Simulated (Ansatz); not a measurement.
# C₂H₉FGaP: basis-set convergence

An exercise on one series of results from a longer session: the logs are not shown, and one member is left open.

The runs use Ansatz 0.2.0, Gaussian basis; one geometry, several basis sets.

The runs, in order: PBE0-D4/def2-SVP; ωB97M-V/def2-SVP; PBE0-D4/def2-QZVPP; ωB97M-V/def2-QZVPP; the functionals' def2-TZVPP values are taken from earlier runs.

### The relaxed structure

All runs share one geometry, relaxed beforehand with PBE0-D4 in a triple-zeta def2 set.

SMILES `[CH3][Ga-]([CH3])([F])[PH3+]`, 14 atoms, charge 0, spin multiplicity 1.

Atoms are counted from 1 here; the program's logs count them from 0.

Bond lengths: C1–Ga2 1.969 Å, C1–H6 1.093 Å, C1–H7 1.091 Å, C1–H8 1.092 Å, Ga2–C3 1.969 Å, Ga2–F4 1.799 Å, Ga2–P5 2.654 Å, C3–H9 1.091 Å, C3–H10 1.092 Å, C3–H11 1.093 Å, P5–H12 1.412 Å, P5–H13 1.409 Å, P5–H14 1.412 Å. Angles: Ga2–C1–H6 109.9°, Ga2–C1–H7 110.8°, Ga2–C1–H8 111.7°, H6–C1–H7 107.8°, H6–C1–H8 107.7°, H7–C1–H8 108.8°, C1–Ga2–C3 129.7°, C1–Ga2–F4 112.7°, C1–Ga2–P5 101.2°, C3–Ga2–F4 112.7°, C3–Ga2–P5 101.4°, F4–Ga2–P5 87.4°, Ga2–C3–H9 110.7°, Ga2–C3–H10 111.8°, Ga2–C3–H11 109.9°, H9–C3–H10 108.8°, H9–C3–H11 107.8°, H10–C3–H11 107.7° and more.

Set-up of the first run:

in.yaml

```yaml
crystal:
  periodic: [false, false, false]
  atoms:
    - {symbol: C, position_ang: [-1.703029, 1.190755, -0.306050]}
    - {symbol: Ga, position_ang: [0.160357, 0.709206, 0.108381]}
    - {symbol: C, position_ang: [0.988756, 0.267668, 1.838751]}
    - {symbol: F, position_ang: [1.334725, 1.401054, -1.065993]}
    - {symbol: P, position_ang: [0.400852, -1.592749, -1.190932]}
    - {symbol: H, position_ang: [-1.935442, 2.173029, 0.112969]}
    - {symbol: H, position_ang: [-1.858247, 1.242965, -1.385149]}
    - {symbol: H, position_ang: [-2.409919, 0.473256, 0.116897]}
    - {symbol: H, position_ang: [2.013598, -0.080564, 1.698470]}
    - {symbol: H, position_ang: [0.425779, -0.501105, 2.372986]}
    - {symbol: H, position_ang: [1.021619, 1.156964, 2.473198]}
    - {symbol: H, position_ang: [0.972368, -2.744843, -0.607755]}
    - {symbol: H, position_ang: [1.257099, -1.490449, -2.305058]}
    - {symbol: H, position_ang: [-0.681617, -2.234486, -1.831813]}
basis:
  gaussian: {orbitals: def2-SVP}
hamiltonian: {xc: pbe0, dispersion: d4}
output: {orbitals: {seedname: orbitals}}
```

Launch:

```console
ansatz run in.yaml --threads 4 --pin off --events-out ev --progress --plain --max-ram 11315MiB
```

Among the steps run: PBE0-D4 in def2-SVP; ωB97M-V in def2-SVP; PBE0-D4 in def2-QZVPP; ωB97M-V in def2-QZVPP.

One of the session's tables, all rows but one given; the rest of the session is left out.

It belongs to the step «Density functionals: the series». 

```
functional       basis  HOMO (eV)  LUMO (eV)
   PBE0-D4    def2-SVP      -7.29       0.22
   PBE0-D4  def2-TZVPP      -7.41      -0.20
   PBE0-D4  def2-QZVPP          ?          ?
   ωB97M-V    def2-SVP      -9.53       2.16
   ωB97M-V  def2-TZVPP      -9.65       1.62
   ωB97M-V  def2-QZVPP      -9.67       1.10
```

Estimate the missing values for PBE0-D4, def2-QZVPP.

As computed: HOMO (eV): -7.43; LUMO (eV): -0.30. In the column «HOMO (eV)» it lies between ωB97M-V, def2-SVP (-9.53) and PBE0-D4, def2-TZVPP (-7.41).
